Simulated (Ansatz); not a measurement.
**ClFHISi: up Jacob's ladder to CCSD(T)**

The task here is to estimate one member of a computed series from the others.

Computed with Ansatz 0.2.0, Gaussian basis. Level: functionals in def2-TZVPP, the program's frozen cores in correlated methods.

Levels to be run: LDA (SPW92), PBE-D4, revPBE-D4, BLYP-D4, r2SCAN-D4, B97M-V, PBE0-D4, B3LYP-D4, r2SCANh-D4, r2SCAN0-D4, HSE06-D4, BHLYP-D4, CAM-B3LYP-D4, LC-ωPBE, ωB97X-V, ωB97M-V, B2PLYP, PBE-QIDH; CCSD(T)/def2-SVP; CCSD(T)/def2-TZVPP; MP2/def2-QZVPP; extrapolation to the limit; RPA on PBE.

## The relaxed structure

All runs share one geometry, relaxed beforehand with PBE0-D4 in a triple-zeta def2 set. I takes the def2 core potential; no spin-orbit term is included.

5 atoms, charge 0, spin multiplicity 1.

Atoms are counted from 1 here; the program's logs count them from 0.

Bond lengths: F1–Si2 1.584 Å, Si2–Cl3 2.028 Å, Si2–I4 2.411 Å, Si2–H5 1.470 Å. Angles: F1–Si2–Cl3 108.1°, F1–Si2–I4 108.6°, F1–Si2–H5 108.7°, Cl3–Si2–I4 110.9°, Cl3–Si2–H5 109.7°, I4–Si2–H5 110.7°.

Set-up of the first run:

The input, in.yaml:

```yaml
crystal:
  periodic: [false, false, false]
  atoms:
    - {symbol: F, position_ang: [0.628670, 0.411169, -1.476492]}
    - {symbol: Si, position_ang: [0.076701, 0.132949, -0.017573]}
    - {symbol: Cl, position_ang: [1.476709, -0.929702, 0.994239]}
    - {symbol: I, position_ang: [-1.981686, -1.108846, -0.196215]}
    - {symbol: H, position_ang: [-0.150494, 1.420829, 0.654741]}
basis:
  gaussian: {orbitals: def2-TZVPP}
hamiltonian: {xc: lda}
output: {orbitals: {seedname: orbitals}}
```

Steps of the session up to this table: LDA; PBE-D4 (GGA); revPBE-D4 (GGA); BLYP-D4 (GGA); r2SCAN-D4 (meta-GGA); B97M-V (meta-GGA); PBE0-D4 (hybrid); B3LYP-D4 (hybrid); r2SCANh-D4 (hybrid); r2SCAN0-D4 (hybrid); HSE06-D4 (hybrid); BHLYP-D4 (hybrid); CAM-B3LYP-D4 (range-separated); LC-ωPBE-D4 (range-separated; the results give it without D4); ωB97X-V (range-separated); ωB97M-V (range-separated); B2PLYP (double hybrid); PBE-QIDH (double hybrid).

One table of the session follows, with a row left open; its other results are not shown here.

It belongs to the step «Frontier levels by functional». 

```
  functional  HOMO (eV)  gap (eV)
 LDA (SPW92)      -7.21      5.29
      PBE-D4      -7.04      5.36
   revPBE-D4      -6.99      5.40
     BLYP-D4      -6.85      5.27
   r2SCAN-D4      -7.36      6.00
      B97M-V      -7.36      5.98
     PBE0-D4      -8.21      7.40
    B3LYP-D4          ?         ?
  r2SCANh-D4      -7.78      6.72
  r2SCAN0-D4      -8.42      7.79
    HSE06-D4      -7.82      6.63
    BHLYP-D4      -9.19      9.31
CAM-B3LYP-D4      -9.46      9.67
     LC-ωPBE     -10.82     12.22
     ωB97X-V     -10.47     11.77
     ωB97M-V     -10.33     11.42
```

Estimate the missing values for B3LYP-D4.

Worked estimate for «HOMO (eV)». Against the share of exact exchange, BLYP-D4 (0, -6.85), BHLYP-D4 (0.5, -9.19) give a slope of -4.68 per unit share; at 0.2 the line stands at -7.79.

The run gave: HOMO (eV): -7.94; gap (eV): 6.89. In «HOMO (eV)» the line misses by +0.15.
